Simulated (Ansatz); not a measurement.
The system is Ti3Se.

```
Se Ti
1.0
     3.19745    0.00000    0.00000
    -1.59872    2.76907    0.00000
     0.00000    0.00000    7.94275
Se Ti
1 3
Direct
  0.00000 0.00000 0.00000
  0.66667 0.33333 0.50000
  0.33333 0.66667 0.77290
  0.33333 0.66667 0.22710
```

The cell comes from a database or a generator and needn't be the stable form of this composition.

Base run:

| Property | Result |
| --- | --- |
| Program | Ansatz 0.2.0 |
| Functional | PBE |
| Potentials or basis | Ansatz PAW |
| Cutoff | 420 eV (not typed: the program's choice for these potentials) |
| k mesh | 10 × 10 × 4 |
| Occupations | fermi-dirac, width 0.05 eV |
| Spin | no spin polarisation |
| Hubbard terms | Ti d U = 5 eV |

Its results: band gap on the k mesh none (metal or under the smearing width); pressure 7.8 GPa; largest force 0.115 eV/Å.

Question: After a change of settings the same cell gave: band gap on the k mesh none (metal or under the smearing width); pressure 2.4 GPa; largest force 0.043 eV/Å. Which change was it?
A. hubbard terms from Ti d U = 5 eV to Ti d U = 6 eV
B. hubbard terms from Ti d U = 5 eV to Ti d U = 2 eV
C. hubbard terms from Ti d U = 5 eV to none; hubbard projectors from ortho-atomic (the default) to none

Answer: B.

Caveats: U without spin polarisation on a metal has little footing.
